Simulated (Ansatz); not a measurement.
# C3H9FOSSn: small, medium and large basis sets

The task here is to estimate one member of a computed series from the others.

Program: Ansatz 0.2.0, Gaussian basis. Level of theory: one geometry, several basis sets. These are calculated values, not measurements.

Plan: PBE0-D4/def2-SVP; ωB97M-V/def2-SVP; PBE0-D4/def2-QZVPP; ωB97M-V/def2-QZVPP; the functionals' def2-TZVPP values are taken from earlier runs.

### The relaxed structure

All runs share one geometry, relaxed beforehand with PBE0-D4 in a triple-zeta def2 set. Sn takes the def2 core potential; no spin-orbit term is included.

SMILES `C[O][Sn]([CH3])([F])[S]C`, 16 atoms, charge 0, spin multiplicity 1.

Atoms are counted from 1 here; the program's logs count them from 0.

Bond lengths: C1–O2 1.410 Å, C1–H8 1.098 Å, C1–H9 1.096 Å, C1–H10 1.094 Å, O2–Sn3 1.954 Å, Sn3–C4 2.115 Å, Sn3–F5 1.924 Å, Sn3–S6 2.380 Å, C4–H11 1.089 Å, C4–H12 1.089 Å, C4–H13 1.089 Å, S6–C7 1.822 Å, C7–H14 1.090 Å, C7–H15 1.089 Å, C7–H16 1.090 Å. Angles: O2–C1–H8 112.6°, O2–C1–H9 111.6°, O2–C1–H10 108.2°, H8–C1–H9 107.9°, H8–C1–H10 108.1°, H9–C1–H10 108.3°, C1–O2–Sn3 121.1°, O2–Sn3–C4 107.0°, O2–Sn3–F5 106.9°, O2–Sn3–S6 107.8°, C4–Sn3–F5 108.4°, C4–Sn3–S6 122.2°, F5–Sn3–S6 103.7°, Sn3–C4–H11 108.1°, Sn3–C4–H12 109.6°, Sn3–C4–H13 109.2°, H11–C4–H12 110.1°, H11–C4–H13 109.8° and more.

The first run:

The input, in.yaml:

```yaml
crystal:
  periodic: [false, false, false]
  atoms:
    - {symbol: C, position_ang: [-0.996709, 1.974470, 1.016724]}
    - {symbol: O, position_ang: [-1.242240, 0.677336, 0.522231]}
    - {symbol: Sn, position_ang: [-0.261230, -0.018649, -1.017231]}
    - {symbol: C, position_ang: [-1.086594, -1.911232, -1.474381]}
    - {symbol: F, position_ang: [-0.614973, 1.169358, -2.488323]}
    - {symbol: S, position_ang: [2.061745, 0.281946, -0.594053]}
    - {symbol: C, position_ang: [2.130453, -0.508871, 1.046411]}
    - {symbol: H, position_ang: [0.074878, 2.203382, 1.088090]}
    - {symbol: H, position_ang: [-1.464051, 2.740618, 0.388044]}
    - {symbol: H, position_ang: [-1.426880, 2.043762, 2.019932]}
    - {symbol: H, position_ang: [-2.099060, -1.757436, -1.846154]}
    - {symbol: H, position_ang: [-0.479537, -2.399408, -2.234975]}
    - {symbol: H, position_ang: [-1.113964, -2.518464, -0.570394]}
    - {symbol: H, position_ang: [3.123398, -0.296220, 1.441832]}
    - {symbol: H, position_ang: [1.386998, -0.091201, 1.724418]}
    - {symbol: H, position_ang: [2.007764, -1.589400, 0.977838]}
basis:
  gaussian: {orbitals: def2-SVP}
hamiltonian: {xc: pbe0, dispersion: d4}
output: {orbitals: {seedname: orbitals}}
```

Among the steps run: PBE0-D4 in def2-SVP; ωB97M-V in def2-SVP; PBE0-D4 in def2-QZVPP; ωB97M-V in def2-QZVPP.

One table of the session follows, with a row left open; its other results are not shown here.

It belongs to the step «Functionals by basis». 

| functional | basis | HOMO (eV) |
| --- | --- | --- |
| PBE0-D4 | def2-SVP | ? |
| PBE0-D4 | def2-TZVPP | -7.17 |
| PBE0-D4 | def2-QZVPP | -7.19 |
| ωB97M-V | def2-SVP | -9.28 |
| ωB97M-V | def2-TZVPP | -9.39 |
| ωB97M-V | def2-QZVPP | -9.41 |

**Question.** Estimate the row for PBE0-D4, def2-SVP.

The run gave: HOMO (eV): -7.09. In the column «HOMO (eV)» it is the highest.
